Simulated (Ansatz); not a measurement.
**ClFH₆InNSi₂: small, medium and large basis sets**

The task here is to estimate one member of a computed series from the others.

Computed with Ansatz 0.2.0, Gaussian basis. Level: one geometry, several basis sets.

Levels to be run: PBE0-D4/def2-SVP; ωB97M-V/def2-SVP; PBE0-D4/def2-QZVPP; ωB97M-V/def2-QZVPP; the functionals' def2-TZVPP values are taken from earlier runs.

1 further run of the same task is left out (for a known fault of the program).

## The relaxed structure

All runs share one geometry, relaxed beforehand with PBE0-D4 in a triple-zeta def2 set. In takes the def2 core potential; no spin-orbit term is included.

SMILES `[F][In]([Cl])[N]([SiH3])[SiH3]`, 12 atoms, charge 0, spin multiplicity 1.

Atoms are counted from 1 here; the program's logs count them from 0.

Bond lengths: F1–In2 1.939 Å, In2–Cl3 2.288 Å, In2–N4 2.009 Å, N4–Si5 1.736 Å, N4–Si6 1.741 Å, Si5–H7 1.487 Å, Si5–H8 1.487 Å, Si5–H9 1.488 Å, Si6–H10 1.489 Å, Si6–H11 1.485 Å, Si6–H12 1.486 Å. Angles: F1–In2–Cl3 116.6°, F1–In2–N4 113.5°, Cl3–In2–N4 129.9°, In2–N4–Si5 119.9°, In2–N4–Si6 119.8°, Si5–N4–Si6 120.3°, N4–Si5–H7 111.2°, N4–Si5–H8 111.2°, N4–Si5–H9 107.8°, H7–Si5–H8 108.1°, H7–Si5–H9 109.2°, H8–Si5–H9 109.2°, N4–Si6–H10 106.7°, N4–Si6–H11 111.4°, N4–Si6–H12 111.5°, H10–Si6–H11 109.3°, H10–Si6–H12 109.3°, H11–Si6–H12 108.5°.

As a file:

```xyz
12
charge 0, multiplicity 1
F    -2.7676    0.1368    1.8227
In   -1.4004   -1.0077    1.0610
Cl   -1.5917   -3.2493    1.4762
N    -0.0118   -0.0061    0.0098
Si    1.2910   -0.8695   -0.7461
Si   -0.1228    1.7245   -0.1408
H     2.6096   -0.4173   -0.2275
H     1.2821   -0.6759   -2.2207
H     1.1162   -2.3154   -0.4422
H     1.0397    2.1585   -0.9633
H    -0.0622    2.3898    1.1860
H    -1.3822    2.1316   -0.8152
```

The first run:

Contents of in.yaml:

```yaml
crystal:
  periodic: [false, false, false]
  atoms:
    - {symbol: F, position_ang: [-2.767624, 0.136824, 1.822722]}
    - {symbol: In, position_ang: [-1.400449, -1.007713, 1.061024]}
    - {symbol: Cl, position_ang: [-1.591655, -3.249286, 1.476171]}
    - {symbol: N, position_ang: [-0.011840, -0.006114, 0.009769]}
    - {symbol: Si, position_ang: [1.291045, -0.869512, -0.746053]}
    - {symbol: Si, position_ang: [-0.122760, 1.724494, -0.140773]}
    - {symbol: H, position_ang: [2.609582, -0.417252, -0.227450]}
    - {symbol: H, position_ang: [1.282147, -0.675936, -2.220692]}
    - {symbol: H, position_ang: [1.116211, -2.315425, -0.442207]}
    - {symbol: H, position_ang: [1.039695, 2.158544, -0.963297]}
    - {symbol: H, position_ang: [-0.062172, 2.389751, 1.185992]}
    - {symbol: H, position_ang: [-1.382171, 2.131605, -0.815207]}
basis:
  gaussian: {orbitals: def2-SVP}
hamiltonian: {xc: pbe0, dispersion: d4}
output: {orbitals: {seedname: orbitals}}
```

On the command line:

```console
ansatz run in.yaml --threads 2 --pin off --events-out ev --progress --plain --max-ram 22528MiB --backend cpu
```

Steps of the session up to this table: PBE0-D4 in def2-SVP; ωB97M-V in def2-SVP; PBE0-D4 in def2-QZVPP; ωB97M-V in def2-QZVPP.

One table of the session follows, with a row left open; its other results are not shown here.

It belongs to the step «Functionals by basis». 

```
functional       basis  HOMO (eV)  LUMO (eV)
   PBE0-D4    def2-SVP          ?          ?
   PBE0-D4  def2-TZVPP      -8.06      -2.52
   PBE0-D4  def2-QZVPP      -8.07      -2.55
   ωB97M-V    def2-SVP     -10.14      -0.35
   ωB97M-V  def2-TZVPP     -10.30      -0.60
   ωB97M-V  def2-QZVPP     -10.31      -0.72
```

**Question.** Estimate the row for PBE0-D4, def2-SVP.

As computed: HOMO (eV): -7.94; LUMO (eV): -2.37. In the column «HOMO (eV)» it is the highest.
